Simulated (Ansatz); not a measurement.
# PtSe2 (Sudovikovite): the cost of one run

Computed with Ansatz 0.2.0 (DFT PBE, scalar-relativistic, plane waves, PAW).

The COD entry's cell or inner coordinates are ideal or old and differ from later refinements, so a difference from it is no clean test against experiment.

The runs add the D3(BJ) dispersion term to the functional named.

### Step 1. The system as given

Symmetry: P-3m1, No. 164, trigonal system. Conventional cell: a = 3.724 Å, b = 3.724 Å, c = 5.062 Å, α = 90.00°, β = 90.00°, γ = 120.00°. Pt (site symmetry -3m) has 6 Se at 2.49 Å as nearest neighbours. Se (site symmetry 3m) has 3 Pt at 2.49 Å as nearest neighbours.

Structure file:

```cif
data_structure
_symmetry_space_group_name_H-M 'P 1'
_symmetry_Int_Tables_number 1
_cell_length_a 3.7240
_cell_length_b 3.7240
_cell_length_c 5.0620
_cell_angle_alpha 90.000
_cell_angle_beta 90.000
_cell_angle_gamma 120.000
_cell_volume 60.80
loop_
_atom_site_label
_atom_site_type_symbol
_atom_site_fract_x
_atom_site_fract_y
_atom_site_fract_z
_atom_site_occupancy
Pt1 Pt 0.00000 0.00000 0.00000 1
Se1 Se 0.33333 0.66667 0.25000 1
Se2 Se 0.66667 0.33333 0.75000 1
```

Starting moments: Pt 1.00 μB.

### Step 2. First run, at the start cell

Input file input.yaml:

```yaml
crystal:
  lattice:
    - [3.724, 0.0, 0.0]
    - [-1.862, 3.2250786037, 0.0]
    - [0.0, 0.0, 5.062]
  atoms:
    - { symbol: Pt, position: [0.0, 0.0, 0.0], spin: 1.0 }
    - { symbol: Se, position: [0.3333333333, 0.6666666667, 0.25] }
    - { symbol: Se, position: [0.6666666667, 0.3333333333, 0.75] }
basis:
  ecutwfc: 420
  ecutrho_ratio: 4
kpoints:
  mp_grid: { grid: [6, 6, 4] }
hamiltonian:
  xc: pbe
  dispersion: d3bj
scf:
  occupations: { method: gaussian, width: 0.05 }
output:
  forces: true
  stress: true
  eigenvalues: true
  populations: true
magnetization:
  spin_polarized: true
relax:
  f_tol: 0.03
  max_steps: 60
  cell: { stress_tol: 0.3 }
```

Command:

```sh
$ ansatz run input.yaml --threads 4 --pin off --max-ram 10240MiB --backend cpu --events-out ev --progress --plain --runs-dir out
```

What time and memory should one allow on 4 threads of Arm Neoverse V1, shared host?

About 8.9 s, with a peak of 0.42 GiB.
